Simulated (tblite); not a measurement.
# C4H11GaSSi: the cost of one run

The runs use tblite 0.8.0 and PySCF 2.14.0, with density-fitted response routines of our own; the level of theory stands in each step. All values are computed, except where a source is named. Atoms are numbered from 0 throughout.

### Step 1. The molecule as given

18 atoms, charge 0, multiplicity 1; geometry from: force field or distance geometry start.

Bonds of the start (Å): C0–C1 1.34, C1–C2 1.46, C1–Ga3 2.11, Ga3–C4 1.89, C4–S5 1.80, S5–Si6 2.15, C0–H7 1.09, C0–H8 1.07, C2–H9 1.08, C2–H10 1.12, C2–H11 1.12, Ga3–H12 1.65, C4–H13 1.14, C4–H14 1.12, Si6–H15 1.48, Si6–H16 1.47, Si6–H17 1.48.

### Step 2. Optimising the geometry with GFN2-xTB

Job settings and geometry (Å):

```
{"job": {"kind": "relax", "xc": "GFN2-xTB", "basis": "xTB"}, "charge": 0, "multiplicity": 1}
C     -2.050100     0.006700     1.212400
C     -1.977600    -0.523000    -0.016500
C     -3.222000    -0.788600    -0.726400
Ga     0.006500    -0.876800    -0.650900
C      1.043400     0.412900     0.268900
S      2.427600     0.117500     1.383600
Si     4.012400    -0.700900     0.181300
H     -2.994800     0.263500     1.689700
H     -1.155400     0.206300     1.765900
H     -3.063400    -1.012600    -1.773800
H     -3.845600     0.139500    -0.639400
H     -3.764700    -1.664500    -0.294000
H     -0.315300    -0.427400    -2.208600
H      1.448900     1.006900    -0.618200
H      0.377700     1.142600     0.799200
H      5.135800    -1.175200     1.013200
H      3.472400    -1.768400    -0.670600
H      4.455600     0.382900    -0.727600
```

Launch:

```console
$ OMP_NUM_THREADS=1 python probes_run.py task.json out
```

One launch serves the whole session: the jobs run in the order shown.

**Question.** How long does this first job take on 1 thread of Arm Neoverse N1, shared host, and how much memory does it need?

About 2.7 s, with a peak of 0.18 GiB.
